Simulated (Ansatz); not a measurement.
# CH3FMgO: how energies converge with the basis set

How large a basis does CH3FMgO need? Two functionals are run in growing sets.

The runs use Ansatz 0.2.0, Gaussian basis; one geometry, several basis sets.

Levels to be run: PBE0-D4/def2-SVP; ωB97M-V/def2-SVP; PBE0-D4/def2-QZVPP; ωB97M-V/def2-QZVPP; the functionals' def2-TZVPP values are taken from earlier runs.

## 1. The relaxed structure

An earlier PBE0-D4 in a triple-zeta def2 set relaxation fixed the geometry.

SMILES `C[O][Mg][F]`, 7 atoms, charge 0, spin multiplicity 1.

Atoms are counted from 1 here; the program's logs count them from 0.

Bond lengths: C1–O2 1.378 Å, C1–H5 1.099 Å, C1–H6 1.099 Å, C1–H7 1.099 Å, O2–Mg3 1.751 Å, Mg3–F4 1.751 Å. Angles: O2–C1–H5 111.7°, O2–C1–H6 111.7°, O2–C1–H7 111.7°, H5–C1–H6 107.2°, H5–C1–H7 107.2°, H6–C1–H7 107.2°, C1–O2–Mg3 179.9°, O2–Mg3–F4 180.0°.

## 2. PBE0-D4 in def2-SVP

Contents of in.yaml:

```yaml
crystal:
  periodic: [false, false, false]
  atoms:
    - {symbol: C, position_ang: [0.037081, 1.151311, 0.107996]}
    - {symbol: O, position_ang: [0.003516, -0.219464, -0.025420]}
    - {symbol: Mg, position_ang: [-0.038891, -1.961433, -0.198519]}
    - {symbol: F, position_ang: [-0.081299, -3.702951, -0.371692]}
    - {symbol: H, position_ang: [-0.803377, 1.630312, -0.413618]}
    - {symbol: H, position_ang: [-0.017514, 1.457654, 1.162054]}
    - {symbol: H, position_ang: [0.961782, 1.576672, -0.306602]}
basis:
  gaussian: {orbitals: def2-SVP}
hamiltonian: {xc: pbe0, dispersion: d4}
output: {orbitals: {seedname: orbitals}}
```

Run with:

```console
$ ansatz run in.yaml --threads 2 --pin off --events-out ev --progress --plain --max-ram 32768MiB --backend cpu
```

The runs that follow: ωB97M-V in def2-SVP; PBE0-D4 in def2-QZVPP; ωB97M-V in def2-QZVPP.

Before running them: what should the planned runs give, taken together? Wanted: PBE0-D4: double and triple zeta above quadruple; ωB97M-V: double and triple zeta above quadruple.

The runs gave:

| quantity | value |
| --- | --- |
| PBE0-D4: double and triple zeta above quadruple | 9.58, 0.65 eV |
| ωB97M-V: double and triple zeta above quadruple | 9.67, 0.61 eV |

For PBE0-D4 the step from double to triple zeta gains 8.92 eV and the next only 0.65 eV. Total energies overstate the basis error of differences, where much of it tends to cancel.
